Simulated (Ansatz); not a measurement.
# C2H7AlBFO: one species, many methods

Aim: compute C2H7AlBFO with functionals from several rungs and with coupled cluster. The yardstick is the atomisation energy at the CCSD(T) limit.

Computed with Ansatz 0.2.0, Gaussian basis. Level: functionals in def2-TZVPP, the program's frozen cores in correlated methods.

Plan: LDA (SPW92), PBE-D4, revPBE-D4, BLYP-D4, r2SCAN-D4, B97M-V, PBE0-D4, B3LYP-D4, r2SCANh-D4, r2SCAN0-D4, HSE06-D4, BHLYP-D4, CAM-B3LYP-D4, LC-ωPBE, ωB97X-V, ωB97M-V, B2PLYP, PBE-QIDH; CCSD(T)/def2-SVP; CCSD(T)/def2-TZVPP; MP2/def2-QZVPP; extrapolation to the limit; RPA on PBE.

### Step 1. The geometry

An earlier PBE0-D4 in a triple-zeta def2 set relaxation fixed the geometry.

13 atoms, charge 0, spin multiplicity 1.

Atoms are counted from 1 here; the program's logs count them from 0.

Bond lengths: B1–C2 1.733 Å, B1–F5 1.536 Å, B1–H7 1.203 Å, B1–H8 1.200 Å, C2–C3 1.406 Å, C2–H9 1.094 Å, C2–H10 1.088 Å, C3–O4 1.305 Å, C3–Al6 2.056 Å, O4–H11 0.972 Å, F5–Al6 1.859 Å, Al6–H12 1.585 Å, Al6–H13 1.582 Å. Angles: C2–B1–F5 101.9°, C2–B1–H7 114.6°, C2–B1–H8 106.4°, F5–B1–H7 107.3°, F5–B1–H8 109.5°, H7–B1–H8 116.1°, B1–C2–C3 90.9°, B1–C2–H9 112.2°, B1–C2–H10 101.3°, C3–C2–H9 119.0°, C3–C2–H10 115.7°, H9–C2–H10 113.7°, C2–C3–O4 121.3°, C2–C3–Al6 112.0°, O4–C3–Al6 124.5°, C3–O4–H11 111.6°, B1–F5–Al6 109.4°, C3–Al6–F5 82.9° and more.

### Step 2. LDA

This LDA is Slater exchange with PW92 correlation.

in.yaml

```yaml
crystal:
  periodic: [false, false, false]
  atoms:
    - {symbol: B, position_ang: [0.286743, -0.922781, -0.977492]}
    - {symbol: C, position_ang: [0.705695, -0.694573, 0.688552]}
    - {symbol: C, position_ang: [-0.353714, 0.215159, 0.852216]}
    - {symbol: O, position_ang: [-1.416178, -0.097194, 1.543010]}
    - {symbol: F, position_ang: [0.556869, 0.469403, -1.566358]}
    - {symbol: Al, position_ang: [-0.258120, 1.758329, -0.502658]}
    - {symbol: H, position_ang: [-0.873763, -1.173824, -1.172651]}
    - {symbol: H, position_ang: [1.079216, -1.706273, -1.422303]}
    - {symbol: H, position_ang: [0.690533, -1.633077, 1.250404]}
    - {symbol: H, position_ang: [1.695887, -0.253400, 0.601625]}
    - {symbol: H, position_ang: [-1.304040, -0.942309, 2.010303]}
    - {symbol: H, position_ang: [0.861790, 2.818431, -0.134210]}
    - {symbol: H, position_ang: [-1.650719, 2.127307, -1.155738]}
basis:
  gaussian: {orbitals: def2-TZVPP}
hamiltonian: {xc: lda}
output: {orbitals: {seedname: orbitals}}
```

On the command line:

```console
ansatz run in.yaml --threads 4 --pin off --events-out ev --progress --plain --max-ram 10444MiB
```

After this run come: PBE-D4 (GGA); revPBE-D4 (GGA); BLYP-D4 (GGA); r2SCAN-D4 (meta-GGA); B97M-V (meta-GGA); PBE0-D4 (hybrid); B3LYP-D4 (hybrid); r2SCANh-D4 (hybrid); r2SCAN0-D4 (hybrid); HSE06-D4 (hybrid); BHLYP-D4 (hybrid); CAM-B3LYP-D4 (range-separated); LC-ωPBE (range-separated); ωB97X-V (range-separated); ωB97M-V (range-separated); B2PLYP (double hybrid); PBE-QIDH (double hybrid); CCSD(T) in def2-SVP; CCSD(T) in def2-TZVPP; MP2 in def2-QZVPP; RPA on PBE orbitals.

Q: Predict the results of all the runs planned. Wanted: atomisation energy, CCSD(T)/CBS; farthest beyond LDA; mean size of error, GGA; mean size of error, meta-GGA; mean size of error, hybrid; mean size of error, range-separated; mean size of error, double hybrid; gap, smallest and largest; T1 diagnostic.

The runs gave:

```
                               quantity                                                               value
        atomisation energy, CCSD(T)/CBS                                                       4756.9 kJ/mol
 functionals within 23.8 kJ/mol (0.5 %)  BLYP-D4, PBE0-D4, B3LYP-D4, r2SCANh-D4, HSE06-D4, LC-ωPBE, ωB97X-V
                    farthest beyond LDA                                            BHLYP-D4 (-136.2 kJ/mol)
                mean size of error, GGA                                                         41.8 kJ/mol
           mean size of error, meta-GGA                                                         41.2 kJ/mol
             mean size of error, hybrid                                                         33.2 kJ/mol
    mean size of error, range-separated                                                         19.2 kJ/mol
      mean size of error, double hybrid                                                         37.0 kJ/mol
              gap, smallest and largest                           3.68 eV (LDA (SPW92)), 11.26 eV (LC-ωPBE)
                          T1 diagnostic                                                              0.0144
triples share of the correlation energy                                                               3.6 %
```

LDA overbinds by 709.4 kJ/mol (15 %). PBE-D4 misses by +94.9 kJ/mol. Double hybrids carry the basis error of their MP2 part in triple zeta, and no dispersion term here, so their miss is partly the set-up's. Taken by rung, range-separated functionals do best (19.2 kJ/mol on average) and GGA ones worst beyond LDA (41.8 kJ/mol). Misses under about 23.8 kJ/mol are within the doubt on the reference itself, which lacks core-valence correlation, relativity and higher excitations. Hartree-Fock recovers 74 % of the binding; the rest is correlation. CCSD(T) in def2-SVP is off by -208.0 kJ/mol, worse than the median functional, from the basis alone. The gap grows from 3.7 to 11.3 eV across the functionals, mostly with the share of exact exchange.
